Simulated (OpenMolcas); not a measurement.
**Ge2H6 (SMILES [GeH3][GeH3]): HF/6-31G(d) (Cartesian functions)**

Aim: an optimisation with harmonic vibrations of Ge2H6. 

The results are computed with OpenMolcas 26.06.

### 1 Starting point

Ge2H6 has 8 atoms, charge 0, and is taken as a singlet. As SMILES, `[GeH3][GeH3]`. The shape is that of a PBE0-D4/def2-TZVP optimisation. The run starts from this shape.

Bond lengths: Ge1–Ge2 2.420 Å, Ge1–H3 1.537 Å, Ge1–H4 1.537 Å, Ge1–H5 1.537 Å, Ge2–H6 1.537 Å, Ge2–H7 1.537 Å, Ge2–H8 1.537 Å. Some angles: Ge1–Ge2–H6 110.3°, Ge1–Ge2–H7 110.3°, Ge1–Ge2–H8 110.3°, Ge2–Ge1–H3 110.3°, Ge2–Ge1–H4 110.3°, Ge2–Ge1–H5 110.3°, H6–Ge2–H7 108.6°, H6–Ge2–H8 108.6°, H7–Ge2–H8 108.6°, H3–Ge1–H4 108.6°.

### 2 An optimisation with harmonic vibrations at HF/6-31G(d) (Cartesian functions)

File coord.xyz:

```xyz
8

Ge    -0.569150     0.281910    -1.029950
Ge     0.569150    -0.281910     1.029950
H     -0.360530    -0.825230    -2.075830
H     -2.077470     0.442320    -0.780090
H     -0.023210     1.601970    -1.597890
H      0.367430     0.829100     2.073090
H      2.076310    -0.450460     0.778490
H      0.017470    -1.597700     1.602230
```

File run.inp:

```
&GATEWAY
 BasLib = $CurrDir
 Coord = coord.xyz
 Basis = 6-31Gs
 Group = NoSym
>>> EXPORT MOLCAS_MAXITER=50
>>> Do While

&SEWARD

&SCF
 PrOrbitals = 0

&SLAPAF
>>> EndDo
>>> COPY $Project.Opt.xyz $CurrDir/final.xyz
>>> COPY $Project.slapaf.h5 $CurrDir/final.slapaf.h5

&MCKINLEY

&MCLR
 Thermochemistry
 6
 1.0
 298.15
 End of PT
```

The basis set 6-31G* is read from a file made from the Basis Set Exchange's data (not shown).

Started as:

```console
$ export MOLCAS_MEM=1860
$ pymolcas run.inp > run.log
```

What values should one expect? Wanted: total energy; dipole moment; HOMO energy; LUMO energy; HOMO–LUMO gap; lowest harmonic wavenumber; highest harmonic wavenumber.

**Answer.** As computed:

At HF/6-31G* (Cartesian functions):

| quantity | value |
| --- | --- |
| total energy | -4153.62972 Eh |
| dipole moment | 0.00 D |
| HOMO energy | -10.54 eV |
| LUMO energy | 3.19 eV |
| HOMO–LUMO gap | 13.73 eV |
| lowest harmonic wavenumber | 30530i cm⁻¹ (imaginary) |
| highest harmonic wavenumber | 2223 cm⁻¹ |

**Reading.** At the final geometry: Bond lengths: Ge1–Ge2 2.457 Å, Ge1–H3 1.540 Å, Ge1–H4 1.540 Å, Ge1–H5 1.540 Å, Ge2–H6 1.540 Å, Ge2–H7 1.540 Å, Ge2–H8 1.540 Å. Some angles: Ge1–Ge2–H6 110.5°, Ge1–Ge2–H7 110.5°, Ge1–Ge2–H8 110.5°, Ge2–Ge1–H3 110.5°, Ge2–Ge1–H4 110.5°, Ge2–Ge1–H5 110.5°, H6–Ge2–H7 108.4°, H6–Ge2–H8 108.4°, H7–Ge2–H8 108.4°, H3–Ge1–H4 108.4°. 3 modes are imaginary (lowest 30530i cm⁻¹): a higher-order saddle point.
